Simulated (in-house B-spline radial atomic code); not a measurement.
**Ta²⁺: excited configurations**

Wanted: excitation energies of Ta²⁺ as differences of total energies (ΔSCF).

Program: in-house B-spline radial atomic code version 1. Level of theory: non-relativistic Hartree-Fock, average of configuration, point nucleus, basis-set limit. These are calculated values, not measurements, unless marked.

### 1 Starting point

* element: tantalum (Z = 73)
* charge: +2
* electrons: 71
* configuration: [Xe] 4f14 5d3
* Hamiltonian: non-relativistic
* nucleus: point

The outer shells:

[Xe] 4f14 5d3
```
[Xe] core
4f [↑↓][↑↓][↑↓][↑↓][↑↓][↑↓][↑↓]
5d [↑ ][↑ ][↑ ][  ][  ]
```

The boxes draw the filling by Hund's rule, which heavy ions in jj coupling don't follow; these runs average over all states of the configuration.

The run's settings:

```ini
Z = 73
electrons = 71.0
configuration = [Xe] 4f14 5d3
hamiltonian = nr
method = hf
spin_polarised = False
```

This reference run was done before. Its total energy is -14799.097125 hartree, and its levels are (the highest eight at most):

| orbital | occupation | energy (eV) | <r> (bohr) |
| --- | --- | --- | --- |
| 3d | 10 | -1830.68 | 0.1872 |
| 4s | 2 | -523.17 | 0.4974 |
| 4p | 6 | -434.51 | 0.5059 |
| 4d | 10 | -273.86 | 0.5259 |
| 5s | 2 | -88.590 | 1.220 |
| 4f | 14 | -63.890 | 0.6075 |
| 5p | 6 | -60.636 | 1.351 |
| 5d | 3 | -23.882 | 1.933 |

### 2 [Kr] 4d9 4f14 5s2 5p5 5d4 7d1

The run's settings:

```ini
Z = 73
electrons = 71.0
configuration = [Kr] 4d9 4f14 5s2 5p5 5d4 7d1
hamiltonian = nr
method = hf
spin_polarised = False
```

### 3 [Kr] 4d10 4f14 5s2 5p4 5d3 5f1 7p1

The run's settings:

```ini
Z = 73
electrons = 71.0
configuration = [Kr] 4d10 4f14 5s2 5p4 5d3 5f1 7p1
hamiltonian = nr
method = hf
spin_polarised = False
```

### 4 Configuration [Kr] 4d9 4f13 5s2 5p6 5d3 7s1 7d1

The run's settings:

```ini
Z = 73
electrons = 71.0
configuration = [Kr] 4d9 4f13 5s2 5p6 5d3 7s1 7d1
hamiltonian = nr
method = hf
spin_polarised = False
```

**Question.** How far above the reference does each configuration lie (order and size, in eV)?

**Answer**, as computed:

| net move | configuration | energy above the reference (eV) | largest <r> (bohr) |
| --- | --- | --- | --- |
| 2×5p → 5f, 7p | [Kr] 4d10 4f14 5s2 5p4 5d3 5f1 7p1 | 109.41 | 6.71 |
| 4d, 5p → 5d, 7d | [Kr] 4d9 4f14 5s2 5p5 5d4 7d1 | 295.64 | 9.31 |
| 4d, 4f → 7d, 7s | [Kr] 4d9 4f13 5s2 5p6 5d3 7s1 7d1 | 320.89 | 8.49 |

The lowest of them is 2×5p → 5f, 7p at 109.41 eV and the highest 4d, 4f → 7d, 7s at 320.89 eV. Koopmans' estimate of the ionisation threshold is 23.882 eV; 3 configurations exceed it by over 2 % and could autoionise. Two partly filled shells share a symmetry and can mix in the average, which may lower the energy, for: 2×5p → 5f, 7p; 4d, 5p → 5d, 7d; 4d, 4f → 7d, 7s. These are averages over configurations, without correlation, not spectroscopic levels.
